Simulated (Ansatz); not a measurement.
# AlBrH₅NSi: one species, many methods

How much do the methods differ for AlBrH₅NSi? The plan is to run it at one geometry with functionals of several rungs and with coupled cluster. The yardstick is the atomisation energy at the CCSD(T) limit.

Program: Ansatz 0.2.0, Gaussian basis. Level of theory: functionals in def2-TZVPP, the program's frozen cores in correlated methods. These are calculated values, not measurements.

Levels to be run: LDA (SPW92), PBE-D4, revPBE-D4, BLYP-D4, r2SCAN-D4, B97M-V, PBE0-D4, B3LYP-D4, r2SCANh-D4, r2SCAN0-D4, HSE06-D4, BHLYP-D4, CAM-B3LYP-D4, LC-ωPBE, ωB97X-V, ωB97M-V, B2PLYP, PBE-QIDH; CCSD(T)/def2-SVP; CCSD(T)/def2-TZVPP; MP2/def2-QZVPP; extrapolation to the limit; RPA on PBE.

## Step 1: Structure used throughout

The geometry comes from an earlier relaxation with PBE0-D4 in a triple-zeta def2 set; it is a stationary point, not always the lowest conformer.

9 atoms, charge 0, spin multiplicity 1.

Atoms are counted from 1 here; the program's logs count them from 0.

Bond lengths: Al1–N2 1.790 Å, Al1–H5 1.578 Å, Al1–H6 1.581 Å, N2–Si3 1.708 Å, N2–H7 1.013 Å, Si3–Br4 2.236 Å, Si3–H8 1.481 Å, Si3–H9 1.479 Å. Angles: N2–Al1–H5 117.3°, N2–Al1–H6 117.2°, H5–Al1–H6 125.4°, Al1–N2–Si3 128.4°, Al1–N2–H7 116.7°, Si3–N2–H7 114.7°, N2–Si3–Br4 112.4°, N2–Si3–H8 112.2°, N2–Si3–H9 108.3°, Br4–Si3–H8 104.9°, Br4–Si3–H9 106.9°, H8–Si3–H9 112.0°.

As a file:

```xyz
9
AlBrH5NSi
Al   -0.2428    1.7950   -0.0642
N    -0.0628    0.1563    0.6345
Si    0.0265   -1.3418   -0.1813
Br    2.1164   -2.1309   -0.2847
H    -0.4222    1.8994   -1.6289
H    -0.2298    3.0154    0.9402
H     0.0778    0.1018    1.6359
H    -0.7479   -2.4008    0.5060
H    -0.4266   -1.1407   -1.5747
```

## Step 2: LDA

This LDA is Slater exchange with PW92 correlation.

File in.yaml:

```yaml
crystal:
  periodic: [false, false, false]
  atoms:
    - {symbol: Al, position_ang: [-0.242837, 1.794972, -0.064186]}
    - {symbol: N, position_ang: [-0.062787, 0.156299, 0.634514]}
    - {symbol: Si, position_ang: [0.026468, -1.341831, -0.181265]}
    - {symbol: Br, position_ang: [2.116354, -2.130939, -0.284685]}
    - {symbol: H, position_ang: [-0.422184, 1.899445, -1.628858]}
    - {symbol: H, position_ang: [-0.229776, 3.015383, 0.940212]}
    - {symbol: H, position_ang: [0.077761, 0.101796, 1.635887]}
    - {symbol: H, position_ang: [-0.747920, -2.400762, 0.506022]}
    - {symbol: H, position_ang: [-0.426578, -1.140662, -1.574741]}
basis:
  gaussian: {orbitals: def2-TZVPP}
hamiltonian: {xc: lda}
output: {orbitals: {seedname: orbitals}}
```

The runs that follow: PBE-D4 (GGA); revPBE-D4 (GGA); BLYP-D4 (GGA); r2SCAN-D4 (meta-GGA); B97M-V (meta-GGA); PBE0-D4 (hybrid); B3LYP-D4 (hybrid); r2SCANh-D4 (hybrid); r2SCAN0-D4 (hybrid); HSE06-D4 (hybrid); BHLYP-D4 (hybrid); CAM-B3LYP-D4 (range-separated); LC-ωPBE (range-separated); ωB97X-V (range-separated); ωB97M-V (range-separated); B2PLYP (double hybrid); PBE-QIDH (double hybrid); CCSD(T) in def2-SVP; CCSD(T) in def2-TZVPP; MP2 in def2-QZVPP; RPA on PBE orbitals.

**Question.** What will the summary of the whole plan be? Wanted: atomisation energy, CCSD(T)/CBS; farthest beyond LDA; mean size of error, GGA; mean size of error, meta-GGA; mean size of error, hybrid; mean size of error, range-separated; mean size of error, double hybrid; gap, smallest and largest; T1 diagnostic.

**Answer**, as computed:

| quantity | value |
| --- | --- |
| atomisation energy, CCSD(T)/CBS | 28.365 eV |
| functionals within 0.284 eV (1.0 %) | r2SCAN-D4, B97M-V, B3LYP-D4, CAM-B3LYP-D4, ωB97X-V, ωB97M-V |
| farthest beyond LDA | revPBE-D4 (-0.869 eV) |
| mean size of error, GGA | 0.549 eV |
| mean size of error, meta-GGA | 0.152 eV |
| mean size of error, hybrid | 0.485 eV |
| mean size of error, range-separated | 0.201 eV |
| mean size of error, double hybrid | 0.566 eV |
| gap, smallest and largest | 4.81 eV (LDA (SPW92)), 11.63 eV (LC-ωPBE) |
| T1 diagnostic | 0.0094 |
| triples share of the correlation energy | 3.4 % |

In words: LDA overbinds by 2.984 eV (11 %). PBE-D4 misses by -0.328 eV. Double hybrids carry the basis error of their MP2 part in triple zeta, and no dispersion term here, so their miss is partly the set-up's. The rungs meta-GGA, range-separated miss on average by less than the doubt on the reference (0.284 eV), so they tie. Misses under about 0.284 eV are within the doubt on the reference itself, which lacks core-valence correlation, relativity and higher excitations, and its outer-core shells are covered unevenly. All levels share the lack of spin-orbit coupling, which lowers the free heavy atoms and so the true binding. Hartree-Fock recovers 73 % of the binding; the rest is correlation. CCSD(T) in def2-SVP is off by -2.337 eV, more than most functionals: a good method in a small basis is no reference. Orbital gaps span 4.8 to 11.6 eV; exact exchange widens them. Correlated methods include outer-core shells of Br, which these sets cover unevenly.
